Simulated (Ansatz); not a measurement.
# ClF2H3W: the cost of one run

Method: RKS B3LYP-D4/def2-SVP, in Ansatz 0.2.0.

## Step 1: The structure to begin with

Bond lengths: W1–F2 2.050 Å, W1–H3 1.920 Å, W1–F4 1.850 Å, W1–H5 1.720 Å, W1–H6 1.720 Å, W1–Cl7 2.390 Å. Angles (14 of 15 angles, heavy atoms first): F2–W1–F4 90.0°, F2–W1–Cl7 153.0°, F4–W1–Cl7 90.0°, F2–W1–H3 37.4°, F2–W1–H5 117.0°, F2–W1–H6 90.0°, H3–W1–F4 90.0°, H3–W1–Cl7 115.7°, F4–W1–H5 90.0°, F4–W1–H6 180.0°, H5–W1–Cl7 90.0°, H6–W1–Cl7 90.0°, H3–W1–H5 154.3°, H3–W1–H6 90.0°.

Structure file:

```xyz
7

W     0.0000    0.0000    0.0000
F     0.9293    0.0000    1.8273
H     1.7303    0.0000    0.8322
F     0.0000    1.8500    0.0000
H    -1.7200    0.0000    0.0000
H     0.0000   -1.7200    0.0000
Cl    0.0000    0.0000   -2.3900
```

## Step 2: Pulling towards end A

Springs on the bonds that form and break draw the guess towards this end; the thresholds are loose.

input.yaml

```yaml
crystal:
  periodic: [false, false, false]
  atoms:
    - { symbol: W, position_ang: [0.0, 0.0, 0.0] }
    - { symbol: F, position_ang: [0.9293, 0.0, 1.8273] }
    - { symbol: H, position_ang: [1.7303, 0.0, 0.8322] }
    - { symbol: F, position_ang: [0.0, 1.85, 0.0] }
    - { symbol: H, position_ang: [-1.72, 0.0, 0.0] }
    - { symbol: H, position_ang: [0.0, -1.72, 0.0] }
    - { symbol: Cl, position_ang: [0.0, 0.0, -2.39] }
basis:
  gaussian: { orbitals: def2-SVP }
hamiltonian:
  xc: b3lyp
  dispersion: d4
relax:
  f_tol: 0.15
  max_steps: 25
  restrain:
    - { distance: [1, 2], at: 2.12, k: 30.0 }
    - { distance: [0, 1], at: 1.85, k: 30.0 }
    - { distance: [0, 2], at: 1.72, k: 30.0 }
output:
  orbitals: {}
```

Run with:

```
$ ansatz run input.yaml --threads 2 --pin off --max-ram 3072MiB --backend cpu --events-out ev --progress --plain --runs-dir out
```

**Question.** How long does this run take on 2 threads of Arm Neoverse V1, shared host, and how much memory does it need?

About 40 s, with a peak of 0.2 GiB.
